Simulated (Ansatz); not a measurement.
# BBrClFH2: the cost of one run

All numbers below are computed with Ansatz 0.2.0 (RHF/def2-SVP).

## Step 1: The system as given

Bond lengths: B1–F2 1.670 Å, B1–H3 1.190 Å, B1–Cl4 1.860 Å, B1–Br5 2.340 Å, Br5–H6 1.506 Å. Angles: F2–B1–H3 120.0°, F2–B1–Cl4 120.0°, F2–B1–Br5 71.6°, H3–B1–Cl4 120.0°, H3–B1–Br5 105.6°, Cl4–B1–Br5 92.7°, B1–Br5–H6 58.3°.

As a file:

```xyz
6

B     0.0000    0.0000    0.0000
F     0.0000    0.0000    1.6700
H     1.0305    0.0000   -0.5950
Cl   -1.6108    0.0000   -0.9300
Br   -0.2997   -2.2003    0.7379
H    -0.1438   -1.0559    1.7044
```

## Step 2: A restrained relaxation towards end A

Springs on the bonds that form and break draw the guess towards this end; the thresholds are loose.

Contents of input.yaml:

```yaml
crystal:
  periodic: [false, false, false]
  atoms:
    - { symbol: B, position_ang: [0.0, 0.0, 0.0] }
    - { symbol: F, position_ang: [0.0, 0.0, 1.67] }
    - { symbol: H, position_ang: [1.0305, 0.0, -0.595] }
    - { symbol: Cl, position_ang: [-1.6108, 0.0, -0.93] }
    - { symbol: Br, position_ang: [-0.2997, -2.2003, 0.7379] }
    - { symbol: H, position_ang: [-0.1438, -1.0559, 1.7044] }
basis:
  gaussian: { orbitals: def2-SVP }
hamiltonian:
  xc: hf
relax:
  f_tol: 0.15
  max_steps: 25
  restrain:
    - { distance: [0, 4], at: 3.24, k: 30.0 }
    - { distance: [5, 1], at: 2.12, k: 30.0 }
    - { distance: [0, 1], at: 1.32, k: 30.0 }
    - { distance: [5, 4], at: 1.55, k: 30.0 }
```

Run with:

```sh
> ansatz run input.yaml --threads 1 --pin off --max-ram 2048MiB --backend cpu --events-out ev --progress --plain --runs-dir out
```

What time and memory should one allow on 1 thread of Arm Neoverse V1, shared host?

About 20 s, with a peak of 0.16 GiB.
